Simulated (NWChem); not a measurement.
# C2H3Cl2Si (SMILES [H]/[C]=C/[SiH](Cl)Cl) at UHF/3-21G

What is the vertical ionisation energy of C2H3Cl2Si at UHF/3-21G? 

The calculation is run with NWChem 7.3.0.

1 further run of the same task is left out (set aside as unsound or not needed). Runs told in other sessions of the task aren't counted.

### Step 1. The system as given

The species is C2H3Cl2Si (8 atoms), meant as a doublet with charge 0. SMILES: `[H]/[C]=C/[SiH](Cl)Cl`. The coordinates come from a PBE0-D4/def2-TZVP relaxation. This is one conformer, not always the lowest.

Bond lengths: C1–C2 1.302 Å, C2–Si3 1.849 Å, Si3–Cl4 2.046 Å, Si3–Cl5 2.046 Å, C1–H6 1.081 Å, C2–H7 1.096 Å, Si3–H8 1.473 Å. Angles: C1–C2–Si3 119.3°, C2–Si3–Cl4 109.6°, C2–Si3–Cl5 109.6°, Cl4–Si3–Cl5 108.1°, C1–C2–H7 121.6°, Si3–C2–H7 119.1°, C2–C1–H6 140.4°, C2–Si3–H8 111.7°, Cl4–Si3–H8 108.9°, Cl5–Si3–H8 108.9°.

### Step 2. Energy and gradient at UHF/3-21G

File c2h3cl2si.nw:

```
start c2h3cl2si
title "C2H3Cl2Si gradient"
memory 2200 mb
geometry units angstroms noautosym nocenter noautoz
C     -0.467200     1.549800     0.659300
C     -0.193600     0.279100     0.737900
Si     0.301600    -0.635800    -0.791100
Cl    -1.013100    -2.166600    -1.130900
Cl     2.164100    -1.443500    -0.534600
H     -0.772500     2.376400     1.285600
H     -0.249600    -0.262100     1.689000
H      0.322500     0.245600    -1.971100
end
basis "ao basis" spherical bse
* library 3-21G
end
scf
doublet
uhf
thresh 1e-08
maxiter 80
end
task scf gradient
```

The run is started by

```sh
$ nwchem c2h3cl2si.nw > c2h3cl2si.out
```

The program printed:

```text
[...]
  functions       =    63
[...]
  wavefunction    = UHF
[...]
         Total SCF energy =  -1279.052131951668
      One electron energy =  -2404.785007791642
      Two electron energy =    805.524782356468
 Nuclear repulsion energy =    320.208093483507
                       Sz =      0.5000
                 Sz(Sz+1) =      0.7500
                      S^2 =      0.9539
[...]
                         UHF ENERGY GRADIENTS
    atom               coordinates                        gradient
                 x          y          z           x          y          z
   1 C      -0.882880   2.928697   1.245896    0.008345  -0.035594  -0.001432
   2 C      -0.365851   0.527423   1.394429   -0.001635   0.021996  -0.017843
   3 Si      0.569941  -1.201488  -1.494962    0.009128  -0.045170   0.006231
   4 Cl     -1.914481  -4.094280  -2.137091    0.030310   0.033835   0.008640
   5 Cl      4.089556  -2.727819  -1.010248   -0.042627   0.017249  -0.005048
   6 H      -1.459813   4.490745   2.429432   -0.002817   0.009808   0.003160
   7 H      -0.471676  -0.495297   3.191747   -0.000573  -0.004230   0.008146
   8 H       0.609437   0.464117  -3.724839   -0.000131   0.002106  -0.001853
[...]
```

It took 7.2 s on 1 thread of AMD EPYC 9R45 (Zen 5), shared host; peak memory 0.099 GiB.

### Step 3. The singlet cation: the energy at HF/3-21G

File c2h3cl2si.nw:

```
start c2h3cl2si
memory 2200 mb
charge 1

geometry units atomic noautosym nocenter noautoz
  C  -0.88288005  2.92869755  1.24589643
  C  -0.36585098  0.52742256  1.39442891
  Si  0.56994140 -1.20148787 -1.49496234
  Cl -1.91448154 -4.09428062 -2.13709127
  Cl  4.08955631 -2.72781966 -1.01024759
  H  -1.45981343  4.49074516  2.42943191
  H  -0.47167564 -0.49529722  3.19174742
  H   0.60943668  0.46411674 -3.72483916
end

basis spherical bse
  * library 3-21G
end

scf
  thresh 1e-08
  maxiter 80
  print medium
end

task scf energy
```

The run is started by

```sh
$ nwchem c2h3cl2si.nw > c2h3cl2si.out
```

The program printed:

```text
[...]
  functions       =    63
[...]
  wavefunction    = RHF
[...]
         Total SCF energy =  -1278.693896872284
      One-electron energy =  -2392.054476013312
      Two-electron energy =    793.152508842844
 Nuclear repulsion energy =    320.208070298184
        Time for solution =      2.9s
[...]
```

Wall time 3.6 s (1 thread of AMD EPYC 9R45 (Zen 5), shared host); peak memory 0.099 GiB.

### Step 4. Results

Level: UHF/3-21G.

| quantity | value |
| --- | --- |
| doublet C2H3Cl2Si: total energy | -1279.05213 Eh |
| doublet C2H3Cl2Si: dipole moment | 3.86 D |
| doublet C2H3Cl2Si: HOMO energy (highest over α and β) | -11.15 eV |
| doublet C2H3Cl2Si: LUMO energy (lowest over α and β) | 2.45 eV |
| doublet C2H3Cl2Si: ⟨S²⟩ | 0.954 |
| doublet C2H3Cl2Si: largest force on an atom | 2.391 eV/Å |
| singlet cation: total energy | -1278.69390 Eh |
| singlet cation: HOMO energy | -16.96 eV |
| singlet cation: LUMO energy | -7.66 eV |
| singlet cation: HOMO–LUMO gap | 9.30 eV |
| vertical ionisation energy (to the singlet cation) | 9.748 eV |

What this shows: Removing an electron at fixed nuclei costs 9.75 eV (941 kJ/mol). The largest force (doublet C2H3Cl2Si) is 2.39 eV/Å: the shape isn't a stationary point for this species at this level. ⟨S²⟩ (doublet C2H3Cl2Si) is 0.95 where a pure doublet has 0.75: the reference is spin-contaminated. Mulliken charges (singlet cation) run from -0.75 on C2 to +1.38 on Si3.
